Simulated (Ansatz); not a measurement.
# SiCl4: energies up the ladder, part 2 of 2

Wanted for SiCl4: energies up the ladder.

Ansatz 0.2.0, Gaussian bases.

### Step 7. Single point, B3LYP-D4/def2-TZVPP

Contents of input.yaml:

```yaml
crystal:
  periodic: [false, false, false]
  atoms:
    - { symbol: Cl, position_ang: [-1.18023651, -1.20994613, -1.10848792] }
    - { symbol: Si, position_ang: [0.00038776, -6.424e-05, 6.468e-05] }
    - { symbol: Cl, position_ang: [-0.79650997, 1.85707706, 0.05061527] }
    - { symbol: Cl, position_ang: [0.13349357, -0.72773402, 1.88138436] }
    - { symbol: Cl, position_ang: [1.84486516, 0.08037732, -0.82333638] }
basis:
  gaussian: { orbitals: def2-TZVPP }
hamiltonian:
  xc: { name: B3LYP }
  dispersion: d4
```

On the command line:

```sh
$ ansatz run input.yaml --threads 4 --pin off --max-ram 10240MiB --backend cpu --events-out ev --progress --plain --runs-dir out
```

What it wrote:

```text
Warning: RAYON_NUM_THREADS=4 ignored (pool sized by the plan → 4); use --threads N
Engine: ansatz 0.2.0, x86_64-unknown-linux-gnu
Functional definition: B3LYP
  parameter a0 = 0.2
  parameter ax = 0.72
  parameter ac = 0.81
  exchange = (1 - a0 - ax)*slater_x + ax*b88_x + a0*exact_x
  correlation = (1 - ac)*vwn_rpa_c + ac*lyp_c
1543 factors; their error is unknown
mean field evaluation 1: about -57976.7818 eV, gradient 2.0e1 eV
mean field evaluation 2: about -57976.9910 eV, gradient 1.9e1 eV
mean field evaluation 4: about -57977.5916 eV, gradient 1.1e0 eV
mean field evaluation 8: about -57977.6971 eV, gradient 1.0e-1 eV
mean field -57977.69711655 eV, -2130.6410703386 hartree, gradient 2.6e-5 eV, S^2 0.000000; 0 other end points of the search recorded, 0 dependent functions left out
reference -57977.69739719 eV, -2130.6410806521 hartree; 41, 41 occupied and 169, 169 virtual orbitals, 1543 factors
Total energy: -57978.14666837 eV, -2130.6575910634 hartree
```

Wall time 2.6 s (4 threads of Intel Xeon Platinum 8259CL at 2.50GHz (Skylake/Cascade Lake), shared host); peak memory 0.59 GiB.

### Step 8. Single point, wB97M-V/def2-TZVPP

input.yaml, as its differences from that of step 7:

```diff
@@ -11,3 +11,2 @@
 hamiltonian:
-  xc: { name: B3LYP }
-  dispersion: d4
+  xc: { name: wB97M-V }
```

On the command line:

```sh
$ ansatz run input.yaml --threads 4 --pin off --max-ram 10240MiB --backend cpu --events-out ev --progress --plain --runs-dir out
```

What it wrote (excerpt; [...] marks lines left out):

```text
Warning: RAYON_NUM_THREADS=4 ignored (pool sized by the plan → 4); use --threads N
[...]
Functional definition: wB97M-V
[...]
  gx(w, u) = 1 - cx + cx01*u + cx10*w
  gss(w, u) = css00 + css04*u^4 + css10*w + css20*w^2 + css43*w^4*u^3
  gos(w, u) = cos00 + cos10*w + (cos20 + cos21*u)*w^2 + (cos60 + cos61*u)*w^6
[...]
      + integral(e_c_pw_mod_opposite_spin*gos(b97_w_opposite, b97_u_opposite)) + vv10(b, c)
1531 factors; their error is unknown
214 factors; integrals over basis functions are off by at most 3.5e-5 eV
[...]
mean field -57973.21831326 eV, -2130.4764773537 hartree, gradient 1.2e-5 eV, S^2 0.000000; 0 other end points of the search recorded, 0 dependent functions left out
reference -57973.21835241 eV, -2130.4764787922 hartree; 41, 41 occupied and 169, 169 virtual orbitals, 1531 factors
Total energy: -57973.21835241 eV, -2130.4764787922 hartree
```

It took 6.2 s on 4 threads of Intel Xeon Platinum 8259CL at 2.50GHz (Skylake/Cascade Lake), shared host; peak memory 0.72 GiB.

### Step 9. Single point, B2PLYP/def2-TZVPP

input.yaml, as its differences from that of step 8:

```diff
@@ -11,2 +11,2 @@
 hamiltonian:
-  xc: { name: wB97M-V }
+  xc: { name: B2PLYP }
```

On the command line:

```sh
$ ansatz run input.yaml --threads 4 --pin off --max-ram 10240MiB --backend cpu --events-out ev --progress --plain --runs-dir out
```

What it wrote (excerpt; [...] marks lines left out):

```text
Warning: RAYON_NUM_THREADS=4 ignored (pool sized by the plan → 4); use --threads N
[...]
Functional definition: B2PLYP
[...]
1261 factors; integrals over basis functions are off by at most 7.2e-4 eV
[...]
mean field -57950.78760372 eV, -2129.6521639821 hartree, gradient 3.9e-6 eV, S^2 0.000000; 0 other end points of the search recorded, 0 dependent functions left out
25 core orbitals not correlated: weight in the atoms' cores, before any rotation towards them, 1.000 or more for the frozen orbitals, at most 0.000 for the correlated occupied ones
reference -57950.78778215 eV, -2129.6521705394 hartree; 16, 16 occupied and 169, 169 virtual orbitals, 1261 factors
second order -28.66651984 eV of doubles, -0.00000000 eV of singles
Total energy: -57958.52774251 eV, -2129.9366088361 hartree
```

It took 3.9 s on 4 threads of Intel Xeon Platinum 8259CL at 2.50GHz (Skylake/Cascade Lake), shared host; peak memory 0.55 GiB.

### Step 10. Single point, LDA/def2-TZVPP

input.yaml, as its differences from that of step 9:

```diff
@@ -11,2 +11,2 @@
 hamiltonian:
-  xc: { name: B2PLYP }
+  xc: lda
```

On the command line:

```sh
$ ansatz run input.yaml --threads 4 --pin off --max-ram 10240MiB --backend cpu --events-out ev --progress --plain --runs-dir out
```

What it wrote:

```text
Warning: RAYON_NUM_THREADS=4 ignored (pool sized by the plan → 4); use --threads N
[... 1 set-up line as earlier in the session ...]
Functional definition: SPW92
  exchange = slater_x
  correlation = pw_c
1464 factors; their error is unknown
mean field evaluation 1: about -57781.9439 eV, gradient 2.3e1 eV
mean field evaluation 2: about -57781.5494 eV, gradient 2.8e1 eV
mean field evaluation 4: about -57783.0538 eV, gradient 2.3e0 eV
mean field evaluation 8: about -57783.0120 eV, gradient 9.4e-3 eV
mean field -57783.01199308 eV, -2123.4865240135 hartree, gradient 1.9e-5 eV, S^2 0.000000; 0 other end points of the search recorded, 0 dependent functions left out
reference -57783.01202855 eV, -2123.4865253170 hartree; 41, 41 occupied and 169, 169 virtual orbitals, 1464 factors
Total energy: -57783.01202855 eV, -2123.4865253170 hartree
```

It took 0.97 s on 4 threads of Intel Xeon Platinum 8259CL at 2.50GHz (Skylake/Cascade Lake), shared host; peak memory 0.33 GiB.

### Step 11. Single point, PBE0-D4/def2-SVP

input.yaml, as its differences from that of step 10:

```diff
@@ -9,4 +9,5 @@
 basis:
-  gaussian: { orbitals: def2-TZVPP }
+  gaussian: { orbitals: def2-SVP }
 hamiltonian:
-  xc: lda
+  xc: pbe0
+  dispersion: d4
```

On the command line:

```sh
$ ansatz run input.yaml --threads 4 --pin off --max-ram 10240MiB --backend cpu --events-out ev --progress --plain --runs-dir out
```

What it wrote:

```text
Warning: RAYON_NUM_THREADS=4 ignored (pool sized by the plan → 4); use --threads N
[... 2 set-up lines as earlier in the session ...]
  parameter a = 0.25
[... 2 set-up lines as earlier in the session ...]
  exchange = (1 - a)*pbe_x(kappa = kappa, mu = beta*pi^2/3) + a*exact_x
[... 1 set-up line as earlier in the session ...]
802 factors; integrals over basis functions are off by at most 7.9e-4 eV
mean field evaluation 1: about -57935.1887 eV, gradient 1.6e1 eV
mean field evaluation 2: about -57934.8908 eV, gradient 2.0e1 eV
mean field evaluation 4: about -57935.8531 eV, gradient 1.7e-1 eV
mean field evaluation 8: about -57935.8884 eV, gradient 7.5e-3 eV
mean field -57935.88835725 eV, -2129.1046267733 hartree, gradient 7.2e-5 eV, S^2 0.000000; 0 other end points of the search recorded, 0 dependent functions left out
reference -57935.88837616 eV, -2129.1046274683 hartree; 41, 41 occupied and 49, 49 virtual orbitals, 802 factors
Total energy: -57936.12003131 eV, -2129.1131406380 hartree
```

Run time: 0.89 s. Hardware: 4 threads of Intel Xeon Platinum 8259CL at 2.50GHz (Skylake/Cascade Lake), shared host; peak memory 0.2 GiB.

### Step 12. Single point, PBE-D4/def2-SVP

input.yaml, as its differences from that of step 11:

```diff
@@ -11,3 +11,3 @@
 hamiltonian:
-  xc: pbe0
+  xc: pbe
   dispersion: d4
```

On the command line:

```sh
$ ansatz run input.yaml --threads 4 --pin off --max-ram 10240MiB --backend cpu --events-out ev --progress --plain --runs-dir out
```

What it wrote (excerpt; [...] marks lines left out):

```text
Warning: RAYON_NUM_THREADS=4 ignored (pool sized by the plan → 4); use --threads N
[... 6 set-up lines as earlier in the session ...]
976 factors; their error is unknown
mean field evaluation 1: about -57930.3997 eV, gradient 1.6e1 eV
mean field evaluation 2: about -57930.1727 eV, gradient 1.8e1 eV
mean field evaluation 4: about -57930.9828 eV, gradient 3.3e-1 eV
mean field evaluation 8: about -57930.8944 eV, gradient 1.7e-3 eV
mean field -57930.89437022 eV, -2128.9211011351 hartree, gradient 1.2e-5 eV, S^2 0.000000; 0 other end points of the search recorded, 0 dependent functions left out
reference -57930.89439551 eV, -2128.9211020643 hartree; 41, 41 occupied and 49, 49 virtual orbitals, 976 factors
Total energy: -57931.16477298 eV, -2128.9310382532 hartree
```

It took 0.6 s on 4 threads of Intel Xeon Platinum 8259CL at 2.50GHz (Skylake/Cascade Lake), shared host; peak memory 0.15 GiB.

### Step 13. Single point, CCSD(T)/def2-TZVPP

input.yaml, as its differences from that of step 12:

```diff
@@ -9,5 +9,4 @@
 basis:
-  gaussian: { orbitals: def2-SVP }
-hamiltonian:
-  xc: pbe
-  dispersion: d4
+  gaussian: { orbitals: def2-TZVPP }
+correlation:
+  method: ccsd_t
```

On the command line:

```sh
$ ansatz run input.yaml --threads 4 --pin off --max-ram 10240MiB --backend cpu --events-out ev --progress --plain --runs-dir out
```

What it wrote (excerpt; [...] marks lines left out):

```text
Warning: RAYON_NUM_THREADS=4 ignored (pool sized by the plan → 4); use --threads N
[...]
Functional definition: HF
[...]
1261 factors; integrals over basis functions are off by at most 7.2e-4 eV
[...]
mean field -57884.34762689 eV, -2127.2105398683 hartree, gradient 3.3e-6 eV, S^2 0.000000; 0 other end points of the search recorded, 0 dependent functions left out
25 core orbitals not correlated: weight in the atoms' cores, before any rotation towards them, 1.000 or more for the frozen orbitals, at most 0.000 for the correlated occupied ones
reference -57884.34762689 eV, -2127.2105398683 hartree; 16, 16 occupied and 169, 169 virtual orbitals, 1261 factors
second order -23.51513623 eV of doubles, -0.00000000 eV of singles
cycle   1  -24.55038985 eV  change    -1.0e0 eV  update   9.2e-2
[...]
cycle   8  -25.11875879 eV  change   -2.3e-5 eV  update   1.7e-5
perturbative correction -1.13025071 eV, -0.0415359474 hartree
Total energy: -57910.59663638 eV, -2128.1751731749 hartree
```

It took 38 s on 4 threads of Intel Xeon Platinum 8259CL at 2.50GHz (Skylake/Cascade Lake), shared host; peak memory 2.5 GiB.

### Step 14. Single point, MP2/def2-QZVPP

input.yaml, as its differences from that of step 13:

```diff
@@ -9,4 +9,4 @@
 basis:
-  gaussian: { orbitals: def2-TZVPP }
+  gaussian: { orbitals: def2-QZVPP.json }
 correlation:
-  method: ccsd_t
+  method: mp2
```

On the command line:

```sh
$ ansatz run input.yaml --threads 4 --pin off --max-ram 10240MiB --backend cpu --events-out ev --progress --plain --runs-dir out
```

What it wrote:

```text
Warning: RAYON_NUM_THREADS=4 ignored (pool sized by the plan → 4); use --threads N
[... 2 set-up lines as earlier in the session ...]
  exchange = exact_x
  correlation = 0
2072 factors; integrals over basis functions are off by at most 8.3e-4 eV
mean field evaluation 1: about -57884.2342 eV, gradient 2.2e1 eV
mean field evaluation 2: about -57884.4556 eV, gradient 2.3e1 eV
mean field evaluation 4: about -57885.9441 eV, gradient 2.3e0 eV
mean field evaluation 8: about -57885.9762 eV, gradient 1.5e-1 eV
mean field -57885.97636002 eV, -2127.2703947068 hartree, gradient 3.9e-6 eV, S^2 0.000000; 0 other end points of the search recorded, 0 dependent functions left out
25 core orbitals not correlated: weight in the atoms' cores, before any rotation towards them, 1.000 or more for the frozen orbitals, at most 0.000 for the correlated occupied ones
reference -57885.97636002 eV, -2127.2703947068 hartree; 16, 16 occupied and 309, 309 virtual orbitals, 2072 factors
second order -25.95874339 eV of doubles, -0.00000000 eV of singles
Total energy: -57911.93510341 eV, -2128.2243609310 hartree
```

Run time: 13 s. Hardware: 4 threads of Intel Xeon Platinum 8259CL at 2.50GHz (Skylake/Cascade Lake), shared host; peak memory 1.4 GiB.

### Step 15. Extrapolation to the basis-set limit

CCSD(T)/CBS estimate, frozen core: MP2 correlation extrapolated, CCSD(T) less MP2 from the smaller set, from def2-TZVPP and def2-QZVPP: mean field -57886.2007 eV, total -57916.7034 eV. The exponents are 7.88 (mean field) and 2.97 (correlation).

### Step 16. The levels compared

```tsv
level	Cl1–Si2 (Å)	Si2–Cl3 (Å)	Si2–Cl4 (Å)	rotational constants (MHz)	dipole (D)	highest frequency (cm⁻¹)	CPU time
PBE0-D4/def2-TZVPP	2.0215	2.0215	2.0215	1326.2, 1326.2, 1326.2	0.00	623	83 s
```

Constants are for the commonest isotopes at the equilibrium geometry; times are CPU times of the relaxations.

### Step 17. Total energies

```tsv
level	energy (eV)	CPU time
PBE-D4/def2-TZVPP	-57951.6434	4.8 s
r2SCAN-D4/def2-TZVPP	-57972.0572	10 s
B3LYP-D4/def2-TZVPP	-57978.1467	9.7 s
wB97M-V/def2-TZVPP	-57973.2184	23 s
B2PLYP/def2-TZVPP	-57958.5277	14 s
LDA/def2-TZVPP	-57783.0120	3.1 s
PBE0-D4/def2-SVP	-57936.1200	3 s
PBE-D4/def2-SVP	-57931.1648	1.9 s
CCSD(T)/def2-TZVPP	-57910.5966	2.5 min
MP2/def2-QZVPP	-57911.9351	50 s
CCSD(T)/CBS	-57916.7034	-
```

### Step 18. What came out

What follows sums up all 2 parts.

```
                         quantity            value
    Cl1–Si2 at PBE0-D4/def2-TZVPP          2.022 Å
    Si2–Cl3 at PBE0-D4/def2-TZVPP          2.022 Å
    Si2–Cl4 at PBE0-D4/def2-TZVPP          2.022 Å
frequencies at PBE0-D4/def2-TZVPP  144 to 623 cm⁻¹
            energy at CCSD(T)/CBS    -57916.703 eV
```

What this shows: No mode is imaginary, so the geometry is a minimum. These totals serve in differences with atoms or fragments at the same level; alone they don't rank the methods.
